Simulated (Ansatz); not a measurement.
# SiO2: further runs on the relaxed cell

An exercise on one series of results from a longer session: the logs are not shown, and one member is left open.

Method: DFT LDA, scalar-relativistic, plane waves, PAW, in Ansatz 0.2.0.

1 further run of the same task is left out (set aside as unsound or not needed).

### The system as given

It takes space group I-42d (No. 122, tetragonal). The conventional cell has a = 4.925 Å, b = 4.925 Å, c = 7.287 Å, α = 90.00°, β = 90.00°, γ = 90.00°. Si (site symmetry -4) has 4 O at 1.61 Å as nearest neighbours. Around O (site symmetry 2) lie 2 Si at 1.61 Å.

Coordinates:

```
Si O
1.0
    -2.46250    2.46250    3.64367
     2.46250   -2.46250    3.64367
     2.46250    2.46250   -3.64367
Si O
2 4
Cartesian
  0.0000 0.0000 0.0000
  0.0000 2.4625 1.8218
  1.2312 2.9514 2.7328
  0.4889 1.2312 0.9109
  -1.2312 1.9736 2.7328
  -0.4889 3.6937 0.9109
```

It is the result of an earlier relaxation at this level (volume 14.73 Å³/atom; gap on the mesh: 5.76 eV).

The first run:

File input.yaml:

```yaml
crystal:
  lattice:
    - [-2.462499446, 2.462499446, 3.6436693974]
    - [2.462499446, -2.462499446, 3.6436693974]
    - [2.462499446, 2.462499446, -3.6436693974]
  atoms:
    - { symbol: Si, position: [0.0, 0.0, 0.0] }
    - { symbol: Si, position: [0.75, 0.25, 0.5] }
    - { symbol: O, position: [0.9742770065, 0.625, 0.8492770065] }
    - { symbol: O, position: [0.375, 0.2242770065, 0.3492770065] }
    - { symbol: O, position: [0.7757229935, 0.125, 0.1507229935] }
    - { symbol: O, position: [0.875, 0.0257229935, 0.6507229935] }
basis:
  ecutwfc: 420
kpoints:
  mp_grid: { grid: [8, 8, 8] }
  band_path:
    path:
      - [[0.0, 0.0, 0.0], [0.0, 0.0, 0.5], [0.25, 0.25, 0.25], [0.0, 0.5, 0.0], [0.0, 0.0, 0.0], [0.5, 0.5, -0.5], [0.36418639, 0.63581361, -0.36418639]]
      - [[-0.36418639, 0.36418639, 0.36418639], [0.0, 0.0, 0.0]]
      - [[0.0, 0.0, 0.5], [-0.22837279, 0.22837279, 0.5]]
      - [[0.5, 0.5, -0.22837279], [0.5, 0.5, -0.5]]
    npoints: 14
hamiltonian:
  xc: lda
scf:
  occupations: { method: gaussian, width: 0.02 }
  n_extra_bands: 15
output:
  forces: true
  stress: true
  eigenvalues: true
  populations: true
  dos: { projected: true, de: 0.02, nscf_kmesh: { grid: [12, 12, 12] } }
  bader: true
  write_density: true
  write_potential: true
  elf: true
  volumetric_format: npy
```

The run is started by

```console
$ ansatz run input.yaml --threads 1 --pin off --max-ram 2560MiB --backend cpu --events-out ev --progress --plain --runs-dir out
```

Among the steps run: Electronic structure at the relaxed geometry; Band edges anywhere in the zone; Eigenvalues a small step from each edge; The cell scaled to 0.97 of its volume; Volume × 1.03; Point at V/V0 = 0.94; Volume × 1.06.

One table of the session follows, with a row left open; its other results are not shown here.

It belongs to the step «Energy against volume». 

| volume (Å³/atom) | energy above the lowest point (meV/atom) | pressure (GPa) | gap on the mesh (eV) |
| --- | --- | --- | --- |
| 13.846 | 3.5 | 1.36 | 5.99 |
| 14.288 | 0.9 | 0.67 | 5.87 |
| 14.730 | 0.0 | 0.00 | 5.76 |
| 15.172 | ? | ? | ? |
| 15.614 | 3.0 | -1.06 | 5.57 |

Q: Estimate the row for volume (Å³/atom) = 15.172 from the others.

Worked estimate for «energy above the lowest point (meV/atom)». A straight line through the neighbours (14.730, 0.0) and (15.614, 3.0) gives 0.0 + (3.0 − 0.0) × (15.172 − 14.730) / (15.614 − 14.730) = 1.5; a parabola fitted to 3 rows on both sides gives 0.7.

The run gave: energy above the lowest point (meV/atom): 0.7; pressure (GPa): -0.59; gap on the mesh (eV): 5.66. In «energy above the lowest point (meV/atom)» the line misses by +0.8 and the parabola by 0.0.
